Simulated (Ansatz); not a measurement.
# GeF+ (singlet): wave-function methods side by side, cc-pVTZ

One table from this session's results is given with a row withheld; the runs are named, their logs left out.

Method: cc-pVTZ, core rule «outside noble gas», up to 15 orbitals frozen; program: Ansatz 0.2.0, Gaussian basis.

The runs, in order: UHF; CCSD(T) on RHF; BCCD(T) on RHF; CISD; CCSDT(Q) on RHF.

8 further runs of the same task are left out: 4 for a known fault of the program, 4 set aside as unsound or not needed.

## The geometry

The geometry is a PBE0/def2-TZVP stationary point (not a proven minimum). No spin-orbit coupling is included. The filled d shell of Ge may be among the frozen orbitals whatever the setting's name suggests; the logs give the count.

2 atoms, charge 1, spin multiplicity 1.

Atoms are counted from 1 here; the program's logs count them from 0.

Bond lengths: Ge1–F2 1.676 Å.

The first run:

in.yaml reads:

```yaml
crystal:
  periodic: [false, false, false]
  atoms:
    - {symbol: Ge, position_ang: [0.000000, 0.000000, 0.000000]}
    - {symbol: F, position_ang: [0.000000, 0.000000, 1.676300]}
basis:
  gaussian: {orbitals: cc-pVTZ}
total_charge: 1
magnetization: {spin_polarized: true, initial_magnetization: 0}
hamiltonian: {xc: hf}
output: {orbitals: {seedname: orbitals}}
```

On the command line:

```bash
$ ansatz run in.yaml --threads 1 --pin off --events-out ev --progress --plain --max-ram 2393MiB
```

Among the steps run: UHF; CCSD(T) on RHF; BCCD(T) on RHF; CISD; CCSDT(Q) on RHF.

One table of the session follows, with a row left open; its other results are not shown here.

It belongs to the step «Misses and costs». 

| method | from RCCSDT(Q) (kJ/mol) |
| --- | --- |
| RHF | +890.6 |
| RMP2 | ? |
| RCCSD | +31.7 |
| RCCSD(T) | +2.2 |
| BCCD(T) | +1.5 |
| RCCSDT | +1.5 |
| RCCSDT(Q) | 0 |

Estimate the missing values for RMP2.

As computed: from RCCSDT(Q) (kJ/mol): +47.0. In the column «from RCCSDT(Q) (kJ/mol)» it lies between RCCSD (+31.7) and RHF (+890.6).

Not comparable, so not listed: CISD (they don't share determinant, frozen orbitals or solution with the rows shown, or repeat one).
